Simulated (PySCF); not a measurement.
FSiSeH3, in a box:

```
F Si Se H
1.0
    12.00000    0.00000    0.00000
     0.00000   12.00000    0.00000
     0.00000    0.00000   13.00000
F Si Se H
1 1 1 3
Cartesian
  4.5437 6.4007 6.3322
  6.0776 6.2690 5.9050
  7.4824 6.9158 7.5504
  6.3020 4.8508 5.5526
  6.3202 7.1912 4.7749
  7.3024 5.6611 8.2931
```

Base run:

```yaml
Program: PySCF 2.14.0
Functional: TASK
Potentials_or_basis: pob-tzvp-rev2 (all-electron)
k_mesh: 1 × 1 × 1
Occupations: fixed
Spin: no spin polarisation
```

Its results: gap between the frontier levels 6.77 eV.

Task: The run is repeated on the same cell with these changes: functional from TASK to PBE. What comes out?

Result: Gap between the frontier levels 5.56 eV.

TASK gives the wider gap, since meta-GGAs in the generalised Kohn-Sham scheme recover part of the derivative discontinuity.

Caveats: this is a molecule in a periodic box at the Γ point, so its band gap is the HOMO-LUMO gap; relativity is left out, which matters for the heavier elements; the basis of atomic orbitals isn't converged, which shifts pressures, moduli and gaps.

